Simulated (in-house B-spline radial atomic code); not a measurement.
**Gd⁴⁺: density, ELF and screening along the radius**

How do the shells of Gd⁴⁺ show in real space, and how much do the settings move them?

The numbers are computed with in-house B-spline radial atomic code version 1 (several methods, spin-polarised, as named in each step; spherical all-electron atom at the radial basis limit), except any that are marked as measured or tabulated.

## (1) Starting point

* element: gadolinium (Z = 64)
* charge: +4
* electrons: 60
* configuration: [Kr] 4d10 4f6 5s2 5p5 5f1
* nucleus: point (non-relativistic runs) or finite (X2C runs)

Outer shells as boxes (Hund's rule):

[Kr] 4d10 4f6 5s2 5p5 5f1
```
[Kr] core
4d [↑↓][↑↓][↑↓][↑↓][↑↓]
4f [↑ ][↑ ][↑ ][↑ ][↑ ][↑ ][  ]
5s [↑↓]
5p [↑↓][↑↓][↑ ]
5f [↑ ][  ][  ][  ][  ][  ][  ]
```

Where spins are not typed, each open shell is filled with up spins first.

## (2) LDA (VWN5), non-rel., [Kr] 4d10 4f6 5s2 5p5 5f1

Input settings:

```ini
Z = 64
electrons = 60.0
configuration = [Kr] 4d10 4f6 5s2 5p5 5f1
hamiltonian = nr
method = lda,vwn
spin_polarised = True
```

On the command line:

```
$ python run_scf.py task.json out
```

task.json lists these runs, among others, and the program works through them in turn.

## (3) LDA (VWN5), X2C, [Kr] 4d10 4f6 5s2 5p5 6d1

Input settings:

```ini
Z = 64
electrons = 60.0
configuration = [Kr] 4d10 4f6 5s2 5p5 6d1
hamiltonian = x2c
method = lda,vwn
spin_polarised = True
nucleus = fermi
rms_radius = 5.1569
mass_number = 158
atomic_mass = 157.9241112
speed_of_light = 137.035999084
```

## (4) LDA (VWN5), X2C, [Kr] 4d9 4f6 5s2 5p6 6d1

The settings differ from step 3 so:

```diff
@@ -2,3 +2,3 @@
 electrons = 60.0
-configuration = [Kr] 4d10 4f6 5s2 5p5 6d1
+configuration = [Kr] 4d9 4f6 5s2 5p6 6d1
 hamiltonian = x2c
```

## (5) r2SCAN, X2C, [Xe] 4f5 5f1

Input settings:

```ini
Z = 64
electrons = 60.0
configuration = [Xe] 4f5 5f1
hamiltonian = x2c
method = r2scan
spin_polarised = True
nucleus = fermi
rms_radius = 5.1569
mass_number = 158
atomic_mass = 157.9241112
speed_of_light = 137.035999084
```

How large is the system in each run, where do the shell borders lie, and what is the highest level?

**Answer**, as computed:

| run | total energy (hartree) | highest level (eV) | radius holding 50 / 90 / 99 % (bohr) | radius at n = 0.001 (bohr) | ELF minima on the full grid (bohr) |
| --- | --- | --- | --- | --- | --- |
| LDA (VWN5), non-rel., [Kr] 4d10 4f6 5s2 5p5 5f1 | -10811.9388 | -20.021 | 0.393 / 1.29 / 2.94 | 4.12 | 0.034, 0.13, 0.39, 0.96 |
| LDA (VWN5), X2C, [Kr] 4d10 4f6 5s2 5p5 6d1 | -11257.5558 | -20.739 | 0.387 / 1.26 / 3.80 | 4.72 | 0.030, 0.12, 0.37, 0.92, 2.9 |
| LDA (VWN5), X2C, [Kr] 4d9 4f6 5s2 5p6 6d1 | -11252.8256 | -20.937 | 0.387 / 1.30 / 3.75 | 4.69 | 0.030, 0.12, 0.36, 0.91, 2.8 |
| r2SCAN, X2C, [Xe] 4f5 5f1 | -11266.1778 | -19.137 | 0.388 / 1.30 / 3.03 | 4.20 | 0.035, 0.13, 0.33, 1.00, 3.1 |

In the first run ELF has 4 minima on the grid, which mark the borders between shells. On the record's full grid the screened charge (r times the electrostatic potential) falls from 63.9 near the nucleus to 4.00 at 11 bohr; far out it tends to the net charge, 4. The radius that holds 99 % of the electrons runs from 2.94 bohr (LDA (VWN5), non-rel., [Kr] 4d10 4f6 5s2 5p5 5f1) to 3.80 bohr (LDA (VWN5), X2C, [Kr] 4d10 4f6 5s2 5p5 6d1). The grid is coarse (about 25 % a step), so the places of minima are rough. For X2C runs ELF uses the non-relativistic kinetic energy density, and the fields carry no picture-change correction.
